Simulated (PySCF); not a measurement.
# CH10ClPSi3: the cost of one run

The runs use PySCF 2.14.0, with density-fitted response routines of our own; the level of theory stands in each step. All values are computed, except where a source is named. Atoms count from 0, in the outputs and in this text.

## (1) The molecule as given

16 atoms, charge 0, multiplicity 1; geometry from: GFN2-xTB.

Bonds of the start (Å): Si0–P1 2.24, P1–Si2 2.22, P1–Si3 2.21, Si3–C4 1.91, C4–Cl5 1.78, Si0–H6 1.46, Si0–H7 1.46, Si0–H8 1.46, Si2–H9 1.46, Si2–H10 1.46, Si2–H11 1.46, Si3–H12 1.47, Si3–H13 1.46, C4–H14 1.09, C4–H15 1.09.

## (2) Geometry optimisation at PBE0-D3(BJ)/def2-SVP

The job: settings as JSON, then the geometry in Å.

```
{"job": {"xc": "PBE0", "basis": "def2-SVP", "d3": "d3bj", "grid": 1, "kind": "geom"}, "charge": 0, "multiplicity": 1}
Si    -0.536313     1.981579    -0.466093
P     -0.706422    -0.206205    -0.911789
Si    -2.492279    -0.803465     0.271252
Si     0.884927    -1.156388     0.300180
C      2.563420    -0.469964    -0.299431
Cl     2.786568     1.164108     0.366406
H     -1.842331     2.546770    -0.809391
H     -0.243828     2.241941     0.943287
H      0.498370     2.516281    -1.345362
H     -2.489524    -2.263149     0.326644
H     -3.657316    -0.298674    -0.451219
H     -2.485606    -0.265003     1.633473
H      0.834578    -0.939051     1.748936
H      0.856428    -2.592623     0.015815
H      2.619172    -0.381357    -1.381724
H      3.402558    -1.065857     0.047607
```

On the command line:

```sh
OMP_NUM_THREADS=1 python probes_run.py task.json out
```

One launch serves the whole session: the jobs run in the order shown.

Q: Estimate the wall time and peak memory of this first job on 1 thread of Intel Xeon Platinum 8375C at 2.90GHz, shared host.

About 1.8 min, with a peak of 0.63 GiB.
